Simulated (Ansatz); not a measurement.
Crystal: Ta3AsAu2O13.

```
Ta As Au O
1.0
     5.45204    0.00000    0.00000
    -2.72602    4.72161    0.00000
     0.00000    0.00000    9.57902
Ta As Au O
3 1 2 13
Direct
  0.00000 0.00000 0.19408
  0.00000 0.00000 0.80592
  0.66667 0.33333 0.00000
  0.00000 0.00000 0.50000
  0.33333 0.66667 0.27428
  0.33333 0.66667 0.72572
  0.00000 0.00000 0.00000
  0.23947 0.97129 0.36402
  0.02871 0.26818 0.36402
  0.73182 0.76053 0.36402
  0.23947 0.97129 0.63598
  0.02871 0.26818 0.63598
  0.73182 0.76053 0.63598
  0.38452 0.33425 0.85844
  0.66575 0.05026 0.85844
  0.94974 0.61548 0.85844
  0.38452 0.33425 0.14156
  0.66575 0.05026 0.14156
  0.94974 0.61548 0.14156
```

The cell was built by a generator and needn't be a form met in nature.

* Program: Ansatz 0.2.0
* Task: relaxation of cell and atoms
* Functional: PBE
* Dispersion: D3(BJ)-ATM
* Potentials or basis: Ansatz PAW
* Cutoff: 420 eV (not typed: the program's choice for these potentials)
* k mesh: 4 × 4 × 2
* Occupations: fermi-dirac, width 0.05 eV
* Spin: no spin polarisation

At the start: volume 12.98 Å³/atom.

Problem. Where does the relaxation end?

Solution. It ends after 12 steps and the volume is 12.72 Å³/atom (-2.0 %); space group P-6 (No. 174, to 0.05 Å).

The path:
```
step  energy change (eV)  largest force (eV/Å)  volume (Å³)
   1              0.0000                0.2034       246.59
   2             -0.0651                0.0813       241.80
   3             -0.0694                0.0478       241.61
   4             -0.0703                0.0667       241.72
   5             -0.0706                0.0430       241.89
   6             -0.0704                0.0144       242.00
   7             -0.0704                0.0129       242.01
   8             -0.0702                0.0065       242.06
   9             -0.0519                0.0068       242.06
  10             -0.0540                0.0068       241.55
  11             -0.0533                0.0033       241.75
  12             -0.0523                0.0032       241.75
```

Final structure:
```cif
data_structure
_symmetry_space_group_name_H-M 'P 1'
_symmetry_Int_Tables_number 1
_cell_length_a 5.4118
_cell_length_b 5.4118
_cell_length_c 9.5313
_cell_angle_alpha 90.000
_cell_angle_beta 90.000
_cell_angle_gamma 120.000
_cell_volume 241.75
loop_
_atom_site_label
_atom_site_type_symbol
_atom_site_fract_x
_atom_site_fract_y
_atom_site_fract_z
_atom_site_occupancy
Ta1 Ta 0.00000 0.00000 0.19547 1
Ta2 Ta 0.00000 0.00000 0.80453 1
Ta3 Ta 0.66667 0.33333 0.00000 1
As1 As 0.00000 0.00000 0.50000 1
Au1 Au 0.33333 0.66667 0.27093 1
Au2 Au 0.33333 0.66667 0.72907 1
O1 O 0.00000 0.00000 0.00000 1
O2 O 0.24048 0.96720 0.36466 1
O3 O 0.03280 0.27328 0.36466 1
O4 O 0.72672 0.75952 0.36466 1
O5 O 0.24048 0.96720 0.63534 1
O6 O 0.03280 0.27328 0.63534 1
O7 O 0.72672 0.75952 0.63534 1
O8 O 0.38522 0.33773 0.85840 1
O9 O 0.66227 0.04750 0.85840 1
O10 O 0.95250 0.61478 0.85840 1
O11 O 0.38522 0.33773 0.14160 1
O12 O 0.66227 0.04750 0.14160 1
O13 O 0.95250 0.61478 0.14160 1
```

Caveat: the plane-wave basis is chosen anew once the cell has moved, so the energies of steps on either side of that aren't comparable; the pressure holds a Pulay correction of +0.7 GPa for the finite cutoff; pairwise dispersion overbinds metals, which lowers pressure and volume.
